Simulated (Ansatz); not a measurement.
**Li+ with BF₄−: structure and interaction energy**

An exercise on one series of results from a longer session: the logs are not shown, and one member is left open.

Computed with Ansatz 0.2.0, Gaussian basis. Level: PBE0-D4 structure, single points in def2-TZVPPD.

Levels: PBE-D4, revPBE-D4, BLYP-D4, r2SCAN-D4, B97M-V, PBE0-D4, B3LYP-D4, HSE06-D4, wB97X-V, wB97M-V, B2PLYP, Hartree-Fock, MP2, CCSD, CCSD(T). The reference is CCSD(T) extrapolated to the basis limit.

Correlated methods freeze the cores. The outer core shell of Li, Na, Mg and K is correlated. B3LYP uses VWN-RPA correlation. B2PLYP carries no dispersion term here.

163 further runs of the same task are left out: 163 set aside as unsound or not needed. Runs told in other sessions of the task aren't counted.

### Starting geometry

The pair, from a GFN2-xTB docking trial: 6 atoms, charge 0, spin multiplicity 1.

Atoms are counted from 1 here; the program's logs count them from 0.

Bond lengths: Li1–B3 2.266 Å, Li1–F4 1.718 Å, Li1–F6 1.701 Å, F2–B3 1.329 Å, B3–F4 1.470 Å, B3–F5 1.332 Å, B3–F6 1.481 Å. Angles: B3–Li1–F4 40.5°, B3–Li1–F6 40.8°, F4–Li1–F6 81.2°, Li1–B3–F2 123.3°, Li1–B3–F4 49.3°, Li1–B3–F5 118.6°, Li1–B3–F6 48.6°, F2–B3–F4 110.1°, F2–B3–F5 118.1°, F2–B3–F6 109.8°, F4–B3–F5 109.8°, F4–B3–F6 97.9°, F5–B3–F6 109.2°, Li1–F4–B3 90.2°, Li1–F6–B3 90.5°.

As a file:

```csv
atom,x (Å),y (Å),z (Å)
Li1,-0.0214,0.0984,-1.7903
F2,1.0018,0.4390,1.2166
B3,0.0062,-0.0300,0.4715
F4,0.5275,-0.9527,-0.5473
F5,-1.0343,-0.5836,1.0919
F6,-0.4798,1.0289,-0.4424
```

Atoms 1 to 1 are fragment A (Li+), the rest fragment B (BF₄−).

The first run:

Contents of pre/in.yaml:

```yaml
crystal:
  periodic: [false, false, false]
  atoms:
    - {symbol: Li, position_ang: [-0.021400, 0.098400, -1.790300]}
    - {symbol: F, position_ang: [1.001800, 0.439000, 1.216600]}
    - {symbol: B, position_ang: [0.006200, -0.030000, 0.471500]}
    - {symbol: F, position_ang: [0.527500, -0.952700, -0.547300]}
    - {symbol: F, position_ang: [-1.034300, -0.583600, 1.091900]}
    - {symbol: F, position_ang: [-0.479800, 1.028900, -0.442400]}
basis:
  gaussian: {orbitals: def2-SVP}
hamiltonian: {xc: pbe, dispersion: d4}
relax: {f_tol: 0.03, max_steps: 250}
```

Command:

```bash
$ ansatz run in.yaml --threads 4 --pin off --events-out ev --progress --plain --max-ram 9574MiB
```

Among the steps run: A first relaxation in a small basis; Relaxation at PBE0-D4; wB97X-V/def2-TZVPPD; wB97M-V/def2-TZVPPD; B2PLYP/def2-TZVPPD; B97M-V/def2-TZVPPD; CCSD(T)/def2-TZVPPD; Hartree-Fock/STO-3G; SPW92/def2-SVP; wB97M-V/def2-SVP; CCSD(T)/def2-SVP; Vibrations of the pair.

One table of the session follows, with a row left open; its other results are not shown here.

```
      method  interaction (meV)
      PBE-D4              -6500
   revPBE-D4              -6423
     BLYP-D4              -6489
   r2SCAN-D4                  ?
      B97M-V              -6494
     PBE0-D4              -6539
    B3LYP-D4              -6541
    HSE06-D4              -6540
     wB97X-V              -6476
     wB97M-V              -6502
      B2PLYP              -6508
Hartree-Fock              -6476
         MP2              -6410
        CCSD              -6440
     CCSD(T)              -6427
 CCSD(T)/CBS              -6509
```

Q: Estimate the row for r2SCAN-D4 from the others.

As computed: interaction (meV): -6460. In the column «interaction (meV)» it lies between Hartree-Fock (-6476) and CCSD (-6440).
